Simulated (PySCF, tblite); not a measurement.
# C3H15NSi3: geometry, infrared bands and NMR shifts

Wanted: the infrared bands and NMR shifts of C3H15NSi3 (`C[Si@@H](N)[Si@@H](C)C[SiH3]`), by calculation.

Programs: tblite 0.8.0 and PySCF 2.14.0, with density-fitted response routines of our own. Each step states its level of theory. These are calculated values for one molecule in the gas phase, unless marked as measured. Atoms count from 0, in the outputs and in this text.

### Step 1. The starting structure

22 atoms, charge 0, multiplicity 1; geometry from: force field or distance geometry start.

Bonds of the start (Å): C0–Si1 1.84, Si1–N2 1.68, Si1–Si3 2.35, Si3–C4 1.85, Si3–C5 1.86, C5–Si6 1.84, C0–H7 1.10, C0–H8 1.10, C0–H9 1.10, Si1–H10 1.49, N2–H11 1.03, N2–H12 1.01, Si3–H13 1.49, C4–H14 1.10, C4–H15 1.09, C4–H16 1.09, C5–H17 1.09, C5–H18 1.10, Si6–H19 1.48, Si6–H20 1.49, Si6–H21 1.49.

### Step 2. Geometry optimisation with GFN2-xTB

What the job is given:

```
{"job": {"kind": "relax", "xc": "GFN2-xTB", "basis": "xTB"}, "charge": 0, "multiplicity": 1}
C     -1.814700     0.550300     1.531000
Si    -1.436200    -0.546000     0.097700
N     -2.696300    -0.572300    -1.019600
Si     0.577900     0.169800    -0.882100
C      0.263000     1.851700    -1.577200
C      1.942100     0.232000     0.375300
Si     2.452900    -1.485900     0.809900
H     -1.023600     0.534500     2.289800
H     -2.746100     0.242900     2.026400
H     -1.952600     1.592200     1.218700
H     -1.298300    -1.954500     0.551200
H     -3.557500    -0.926500    -0.583100
H     -2.501500    -1.220700    -1.766300
H      0.931900    -0.753600    -1.997600
H      1.159400     2.246300    -2.075300
H     -0.541000     1.829200    -2.315900
H     -0.018100     2.569400    -0.800600
H      1.628600     0.778300     1.269200
H      2.802000     0.776100    -0.035300
H      2.912200    -2.247000    -0.371300
H      3.572000    -1.434300     1.786500
H      1.333500    -2.212500     1.467700
```

Launch:

```sh
$ OMP_NUM_THREADS=1 python probes_run.py task.json out
```

One launch serves the whole session: the jobs run in the order shown.

**Question.** This job is followed by: GFN2-xTB harmonic vibrations, gas phase; GIAO PBE0/pcSseg-1 NMR shielding, non-relativistic, gas phase. Predict these results of the whole session: strongest single infrared mode (GFN2-xTB); zero-point energy (GFN2-xTB); 13C shifts against TMS (PBE0/pcSseg-1); 1H shifts against TMS (PBE0/pcSseg-1, means over atoms taken as alike); 29Si shifts against TMS (PBE0/pcSseg-1); 15N shifts against NH3 (PBE0/pcSseg-1).

The runs gave:

```
                                                              quantity                                                  value
                             strongest single infrared mode (GFN2-xTB)                                  2248 cm⁻¹, 441 km/mol
                                          zero-point energy (GFN2-xTB)                                         104.4 kcal/mol
                                13C shifts against TMS (PBE0/pcSseg-1)                                  -3.5, -3.7, -10.1 ppm
1H shifts against TMS (PBE0/pcSseg-1, means over atoms taken as alike)  5.47, 4.25, 3.92, 0.27, 0.25, -0.11, -0.15, -0.33 ppm
                               29Si shifts against TMS (PBE0/pcSseg-1)                                -30.6, -47.1, -74.7 ppm
                                15N shifts against NH3 (PBE0/pcSseg-1)                                                6.9 ppm
```

**Reading.** Relaxing lowered the energy by 0.435 eV in 69 steps; the close pair that moved most is Si3–C4, from 1.847 to 1.911 Å. The lowest mode is slightly imaginary (14i cm⁻¹), a soft motion within the noise of the Hessian, so the minimum is not strictly shown. GFN2-xTB is a fitted tight-binding method: band positions and strengths are rough. Its intensities can rank the bands wrongly.
